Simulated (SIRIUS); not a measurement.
**WAu under changes of volume**

One of the cells (25.115 Å³/atom); the others are scaled copies at fixed shape and fractional positions:

```xyz
2
Lattice="0.0000 2.9285 2.9285 2.9285 0.0000 2.9285 2.9285 2.9285 0.0000" Properties=species:S:1:pos:R:3 pbc="T T T"
W     0.0000    0.0000    0.0000
Au    4.3927    4.3927    4.3927
```

The cell was built by a generator and needn't be a form met in nature.

- Program: SIRIUS 7.10.0
- Functional: PBE
- Potentials or basis: PseudoDojo 0.4.1 PBE standard (scalar relativistic)
- Cutoff: 1054 eV
- Density cutoff: 4214 eV
- k mesh: 8 × 8 × 8
- Occupations: fermi-dirac, width 0.05 eV
- Spin: no spin polarisation

```tsv
volume (Å³/atom)	energy over the lowest point (meV/atom)	pressure (GPa)
23.145	?	?
23.637	12.63	5.7
24.130	0.00	2.6
25.115	0.01	-2.4
25.607	10.79	-4.5
26.099	27.68	-6.4
```

Problem. What does the run at 23.145 Å³/atom give?

Solution. Energy over the lowest point 35.12 meV/atom; pressure 9.1 GPa.

Worked out: A Birch-Murnaghan fit of order 3 (a polynomial in V^(-2/3)) to the other rows has its minimum at 24.61 Å³/atom with B0 = V·E''(V) = 126 GPa and B' = 4.9. It gives 35.06 meV/atom at 23.145 Å³/atom, against the run's 35.12, and -dE/dV = 9.0 GPa, against 9.1.

Energies are extrapolated to zero smearing.
